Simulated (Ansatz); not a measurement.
# Mg7W: the cost of one run

All numbers are computed with the Python package of Ansatz 0.2.0. The levels of theory stand in the script.

## (1) The system

It takes space group P-6m2 (No. 187, hexagonal). The conventional cell has a = 6.202 Å, b = 6.202 Å, c = 4.944 Å, α = 90.00°, β = 90.00°, γ = 120.00°. Mg (site symmetry mm2) has 10 Mg at 3.06 to 3.12 Å and 2 W at 3.10 Å in its first shell of neighbours. Mg (site symmetry mm2) has 10 Mg at 2.91 to 3.29 Å and 2 W at 2.99 Å in its first shell of neighbours. Mg (site symmetry -6m2) is surrounded by 12 Mg at 3.06 to 3.10 Å. W (site symmetry -6m2) is surrounded by 12 Mg at 2.99 to 3.10 Å.

The script holds or builds the structure itself.

## (2) The script

Input file terms_mg7w.py:

```python
"""Dispersion, smearing and cutoff parts of the energy of Mg7W."""

import ansatz


def main() -> None:
    cell = (
        ansatz.Lattice.from_parameters(6.20178, 6.20178, 4.94373, alpha=90, beta=90, gamma=120)
        .space_group(187)
        .atom("Mg", (0.1655, 0.331, 0.5))
        .atom("Mg", (0.82291, 0.17709, 0.0))
        .atom("Mg", (1 / 3, 2 / 3, 0.0))
        .atom("W", (2 / 3, 1 / 3, 0.5))
    )

    job = (
        cell.calculation()
        .scf(tolerance=1e-07, extra_bands=6)
        .occupations("fermi_dirac")
        .kpoints(3, 3, 3, center="gamma")
    )
    with_term = job.functional("pbe", dispersion="d4").basis(380).cutoff_correction(630).run(threads=1, backend="cpu").report
    without = job.functional("pbe").basis(380).run(threads=1, backend="cpu").report
    finer = job.functional("pbe").basis(630).run(threads=1, backend="cpu").report
    removed = ansatz.free_energy_without(with_term, ansatz.EnergyTerm.DISPERSION)
    print(f"dispersion term            {with_term['components']['e_disp']:.5f} eV")
    print(f"F less dispersion          {removed:.5f} eV, run without it {without['free_energy_ev']:.5f} eV")
    print(f"F less smearing term       {ansatz.free_energy_without(without, ansatz.EnergyTerm.SMEARING):.5f} eV")
    print(f"estimated gain to 630 eV   {with_term['cutoff_correction']['energy_ev']:.5f} eV, found {finer['free_energy_ev'] - without['free_energy_ev']:.5f} eV")


if __name__ == "__main__":
    main()
```

## (3) The calls as engine input

The engine receives this input (first run):

```yaml
crystal:
  lattice:
    a: 6.20178
    b: 6.20178
    c: 4.94373
    alpha: 90.0
    beta: 90.0
    gamma: 120.0
  space_group: 187
  atoms:
    - { symbol: Mg, position: [0.1655, 0.331, 0.5] }
    - { symbol: Mg, position: [0.82291, 0.17709, 0.0] }
    - { symbol: Mg, position: [0.3333333333333333, 0.6666666666666666, 0.0] }
    - { symbol: W, position: [0.6666666666666666, 0.3333333333333333, 0.5] }
basis:
  ecutwfc: 380.0
kpoints:
  mp_grid:
    grid: [3, 3, 3]
    shift: [0.0, 0.0, 0.0]
hamiltonian:
  xc: pbe
  dispersion: d4
scf:
  n_extra_bands: 6
  convergence:
    dr2_threshold: 1.0e-07
  occupations:
    method: fermi_dirac
output:
  cutoff_correction: 630.0
```

## (4) Running it

Launch:

```sh
python terms_mg7w.py
```

What time and memory should one allow on 1 thread of Arm Neoverse V1, shared host?

About 12 s, with a peak of 0.48 GiB.
